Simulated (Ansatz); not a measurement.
**C4H9Cl3Sn: a ladder of functionals and wavefunction methods**

The task here is to estimate one member of a computed series from the others.

Method: functionals in def2-TZVPP, the program's frozen cores in correlated methods; program: Ansatz 0.2.0, Gaussian basis.

Levels to be run: LDA (SPW92), PBE-D4, revPBE-D4, BLYP-D4, r2SCAN-D4, B97M-V, PBE0-D4, B3LYP-D4, r2SCANh-D4, r2SCAN0-D4, HSE06-D4, BHLYP-D4, CAM-B3LYP-D4, LC-ωPBE, ωB97X-V, ωB97M-V, B2PLYP, PBE-QIDH; CCSD(T)/def2-SVP; CCSD(T)/def2-TZVPP; MP2/def2-QZVPP; extrapolation to the limit; RPA on PBE.

### The relaxed structure

The geometry comes from an earlier relaxation with PBE0-D4 in a triple-zeta def2 set; it is a stationary point, not always the lowest conformer. Sn takes the def2 core potential; no spin-orbit term is included.

17 atoms, charge 0, spin multiplicity 1.

Atoms are counted from 1 here; the program's logs count them from 0.

Bond lengths: C1–C2 1.524 Å, C1–H9 1.093 Å, C1–H10 1.092 Å, C1–H11 1.094 Å, C2–C3 1.521 Å, C2–C4 1.524 Å, C2–H12 1.096 Å, C3–H13 1.094 Å, C3–H14 1.094 Å, C3–H15 1.092 Å, C4–Sn5 2.133 Å, C4–H16 1.094 Å, C4–H17 1.093 Å, Sn5–Cl6 2.314 Å, Sn5–Cl7 2.314 Å, Sn5–Cl8 2.317 Å. Angles: C2–C1–H9 110.7°, C2–C1–H10 111.5°, C2–C1–H11 110.8°, H9–C1–H10 108.0°, H9–C1–H11 107.8°, H10–C1–H11 108.0°, C1–C2–C3 111.0°, C1–C2–C4 109.3°, C1–C2–H12 108.0°, C3–C2–C4 111.8°, C3–C2–H12 108.2°, C4–C2–H12 108.3°, C2–C3–H13 110.9°, C2–C3–H14 112.3°, C2–C3–H15 110.8°, H13–C3–H14 107.7°, H13–C3–H15 107.9°, H14–C3–H15 107.1° and more.

Set-up of the first run:

The input, in.yaml:

```yaml
crystal:
  periodic: [false, false, false]
  atoms:
    - {symbol: C, position_ang: [-0.235731, -1.920508, 0.950283]}
    - {symbol: C, position_ang: [-0.117516, -0.754838, -0.025068]}
    - {symbol: C, position_ang: [-1.490568, -0.229935, -0.416051]}
    - {symbol: C, position_ang: [0.750936, 0.334222, 0.593502]}
    - {symbol: Sn, position_ang: [1.129122, 1.971816, -0.719255]}
    - {symbol: Cl, position_ang: [3.161771, 2.986224, -0.277976]}
    - {symbol: Cl, position_ang: [-0.457475, 3.652885, -0.612637]}
    - {symbol: Cl, position_ang: [1.206776, 1.291285, -2.932234]}
    - {symbol: H, position_ang: [-0.822895, -2.731615, 0.513145]}
    - {symbol: H, position_ang: [0.745171, -2.320345, 1.217368]}
    - {symbol: H, position_ang: [-0.734127, -1.605698, 1.872035]}
    - {symbol: H, position_ang: [0.380294, -1.119900, -0.931035]}
    - {symbol: H, position_ang: [-2.010396, 0.187967, 0.451242]}
    - {symbol: H, position_ang: [-1.433793, 0.552457, -1.179092]}
    - {symbol: H, position_ang: [-2.109787, -1.031265, -0.824130]}
    - {symbol: H, position_ang: [0.280947, 0.771485, 1.479411]}
    - {symbol: H, position_ang: [1.738470, -0.034740, 0.880691]}
basis:
  gaussian: {orbitals: def2-TZVPP}
hamiltonian: {xc: lda}
output: {orbitals: {seedname: orbitals}}
```

Command:

```
$ ansatz run in.yaml --threads 5 --pin off --events-out ev --progress --plain --max-ram 66560MiB --backend cuda --devices 0, --max-vram 37GiB
```

Steps of the session up to this table: LDA; PBE-D4 (GGA); revPBE-D4 (GGA); BLYP-D4 (GGA); r2SCAN-D4 (meta-GGA); B97M-V (meta-GGA); PBE0-D4 (hybrid); B3LYP-D4 (hybrid); r2SCANh-D4 (hybrid); r2SCAN0-D4 (hybrid); HSE06-D4 (hybrid); BHLYP-D4 (hybrid); CAM-B3LYP-D4 (range-separated); LC-ωPBE (range-separated); ωB97X-V (range-separated); ωB97M-V (range-separated); B2PLYP (double hybrid); PBE-QIDH (double hybrid).

One of the session's tables, all rows but one given; the rest of the session is left out.

It belongs to the step «Orbital energies across the functionals». 

| functional | HOMO (eV) | LUMO (eV) | gap (eV) |
| --- | --- | --- | --- |
| LDA (SPW92) | -7.56 | -3.10 | 4.46 |
| PBE-D4 | -7.40 | -2.79 | 4.61 |
| revPBE-D4 | -7.34 | -2.68 | 4.66 |
| BLYP-D4 | ? | ? | ? |
| r2SCAN-D4 | -7.70 | -2.59 | 5.10 |
| B97M-V | -7.78 | -2.50 | 5.28 |
| PBE0-D4 | -8.62 | -1.88 | 6.74 |
| B3LYP-D4 | -8.39 | -2.17 | 6.22 |
| r2SCANh-D4 | -8.14 | -2.26 | 5.88 |
| r2SCAN0-D4 | -8.82 | -1.76 | 7.06 |
| HSE06-D4 | -8.23 | -2.25 | 5.98 |
| BHLYP-D4 | -9.71 | -0.87 | 8.84 |
| CAM-B3LYP-D4 | -9.90 | -0.87 | 9.03 |
| LC-ωPBE | -11.22 | 0.35 | 11.57 |
| ωB97X-V | -10.88 | 0.24 | 11.12 |
| ωB97M-V | -10.72 | 0.13 | 10.85 |

Q: Estimate the row for BLYP-D4 from the others.

Worked estimate for «HOMO (eV)». Against the share of exact exchange, B3LYP-D4 (0.2, -8.39), BHLYP-D4 (0.5, -9.71) give a slope of -4.40 per unit share; at 0 the line stands at -7.51.

**Answer.** HOMO (eV): -7.25; LUMO (eV): -2.72; gap (eV): 4.53. In «HOMO (eV)» the line misses by -0.26.
